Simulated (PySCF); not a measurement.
**Yb(BH4)2: other functionals and bases at one geometry**

Aim: see how levels, charges and forces of Yb(BH4)2 depend on the level of theory. The structure is generated, not taken from experiment.

Program: PySCF 2.14.0. Level of theory: several levels, as the steps say, no spin–orbit coupling. These are calculated values, not measurements.

1 further run of the same task is left out (for a known fault of the program).

## Step 1: Starting geometry

11 atoms, charge 0, spin multiplicity 1.

Bond lengths: Yb1–B2 2.523 Å, Yb1–H4 2.365 Å, Yb1–H5 2.365 Å, Yb1–H6 2.366 Å, Yb1–B7 2.523 Å, Yb1–H9 2.365 Å, Yb1–H10 2.365 Å, Yb1–H11 2.366 Å, B2–H3 1.209 Å, B2–H4 1.255 Å, B2–H5 1.255 Å, B2–H6 1.255 Å, B7–H8 1.209 Å, B7–H9 1.255 Å, B7–H10 1.255 Å, B7–H11 1.255 Å. Angles: B2–Yb1–H4 29.5°, B2–Yb1–H5 29.5°, B2–Yb1–H6 29.5°, B2–Yb1–B7 179.8°, B2–Yb1–H9 150.2°, B2–Yb1–H10 150.7°, B2–Yb1–H11 150.5°, H4–Yb1–H5 50.5°, H4–Yb1–H6 50.5°, H4–Yb1–B7 150.3°, H4–Yb1–H9 129.6°, H4–Yb1–H10 179.5°, H4–Yb1–H11 129.0°, H5–Yb1–H6 50.5°, H5–Yb1–B7 150.7°, H5–Yb1–H9 179.5°, H5–Yb1–H10 129.4°, H5–Yb1–H11 129.9° and more.

Geometry (Å):

```mol
B2H8Yb
  3D, bonds by distance, orders not assigned

 11 16  0  0  0  0  0  0  0  0999 V2000
    0.0000   -0.0001    0.7895 Yb  0  0
    2.5230   -0.0000    0.7949 B   0  0
    3.7323   -0.0007    0.7980 H   0  0
    2.0556   -0.5939    1.7975 H   0  0
    2.0596   -0.5724   -0.2214 H   0  0
    2.0584    1.1659    0.8061 H   0  0
   -2.5230    0.0001    0.7949 B   0  0
   -3.7323    0.0008    0.7981 H   0  0
   -2.0555    0.5938    1.7974 H   0  0
   -2.0597    0.5724   -0.2215 H   0  0
   -2.0585   -1.1659    0.8061 H   0  0
  1  2  8  0
  1  4  8  0
  1  5  8  0
  1  6  8  0
  1  7  8  0
  1  9  8  0
  1 10  8  0
  1 11  8  0
  2  3  8  0
  2  4  8  0
  2  5  8  0
  2  6  8  0
  7  8  8  0
  7  9  8  0
  7 10  8  0
  7 11  8  0
M  END
```

Formal oxidation states: Yb +2. Each metal's 14 4f electrons lie in its core potential, so multiplicities, spins and levels count the valence alone. An earlier session relaxed this geometry at PBE0, Yb lcecp-0-SVP with ECP60, B def2-SVP, H def2-SVP (singlet, point group D3).

At PBE0 on the finer grid: E = -87.385127 Eh, frontier levels not given, since the 4f levels lie in the core, Mulliken charge on Yb1 +0.63 e, largest force component 0.007 eV/Å. 

Levels to run: B3LYP; BLYP; PBE0, TZVP. Hardware: 2 threads of Arm Neoverse V1, shared host.

## Step 2: B3LYP

Contents of run.py (the lines that set the calculation):

```python
mol = gto.M(atom='''
Yb     0.00001    -0.00006     0.78953
B      2.52301    -0.00004     0.79490
H      3.73234    -0.00070     0.79804
H      2.05560    -0.59386     1.79746
H      2.05965    -0.57242    -0.22140
H      2.05840     1.16587     0.80610
B     -2.52301     0.00005     0.79488
H     -3.73234     0.00080     0.79811
H     -2.05551     0.59385     1.79742
H     -2.05968     0.57241    -0.22145
H     -2.05847    -1.16589     0.80606''',
    basis={'Yb': 'lcecp-0-SVP', 'B': 'def2-SVP', 'H': 'def2-SVP'},
    ecp={'Yb': 'lcecp-0-SVP'},
    charge=0, spin=0)
mf = dft.RKS(mol, xc='B3LYP')
mf.grids.atom_grid = (75, 302)  # f atoms: unpruned, at least (60, 302)
mf = mf.density_fit()  # fitting sets: Yb AutoAux, B def2-universal-JKFIT, H def2-universal-JKFIT
mf.conv_tol = 1e-08; mf.max_cycle = 55
mf.kernel(dm0)  # dm0: the density of the relaxed state
```

The run is started by

```sh
$ OMP_NUM_THREADS=2 python run.py
```

## Step 3: BLYP

run.py (the lines that set the calculation), as its differences from that of step 2:

```diff
@@ -15,3 +15,3 @@
     charge=0, spin=0)
-mf = dft.RKS(mol, xc='B3LYP')
+mf = dft.RKS(mol, xc='BLYP')
 mf.grids.atom_grid = (75, 302)  # f atoms: unpruned, at least (60, 302)
```

## Step 4: PBE0, TZVP

Basis: Yb lcecp-0-TZVP with ECP60, B def2-TZVP, H def2-TZVP. 

run.py (the lines that set the calculation), as its differences from that of step 3:

```diff
@@ -12,6 +12,6 @@
 H     -2.05847    -1.16589     0.80606''',
-    basis={'Yb': 'lcecp-0-SVP', 'B': 'def2-SVP', 'H': 'def2-SVP'},
-    ecp={'Yb': 'lcecp-0-SVP'},
+    basis={'Yb': 'lcecp-0-TZVP', 'B': 'def2-TZVP', 'H': 'def2-TZVP'},
+    ecp={'Yb': 'lcecp-0-TZVP'},
     charge=0, spin=0)
-mf = dft.RKS(mol, xc='BLYP')
+mf = dft.RKS(mol, xc='PBE0')
 mf.grids.atom_grid = (75, 302)  # f atoms: unpruned, at least (60, 302)
@@ -19,2 +19,2 @@
 mf.conv_tol = 1e-08; mf.max_cycle = 55
-mf.kernel(dm0)  # dm0: the density of the relaxed state
+mf.kernel(dm0)  # dm0: free metal ions and neutral atoms
```

Q: Predict the outcome of this session. Wanted: for each run, charge on Yb1; dipole; largest force.

The runs gave:

| level | state | charge on Yb1 (e) | dipole (D) | largest force (eV/Å) | basis functions | time |
| --- | --- | --- | --- | --- | --- | --- |
| PBE0 (relaxed here) | singlet | 0.63 | 0.03 | 0.01 | 99 | 14 s |
| B3LYP | singlet | 0.52 | 0.03 | 0.18 | 99 | 5.1 s |
| BLYP | singlet | 0.36 | 0.03 | 0.21 | 99 | 5.3 s |
| PBE0, TZVP | singlet | 0.95 | 0.03 | 0.29 | 157 | 11 s |

Times are on 2 threads of Arm Neoverse V1, shared host; the first row also made further properties.

The largest leftover force, 0.29 eV/Å with PBE0, TZVP, stands at a geometry relaxed at another level. The Mulliken charge on Yb spans +0.36 to +0.95 e over the levels. With 4f in the core, its levels are missing from HOMO and gap. Total energies of different levels can't be compared. Spin–orbit coupling is left out throughout.
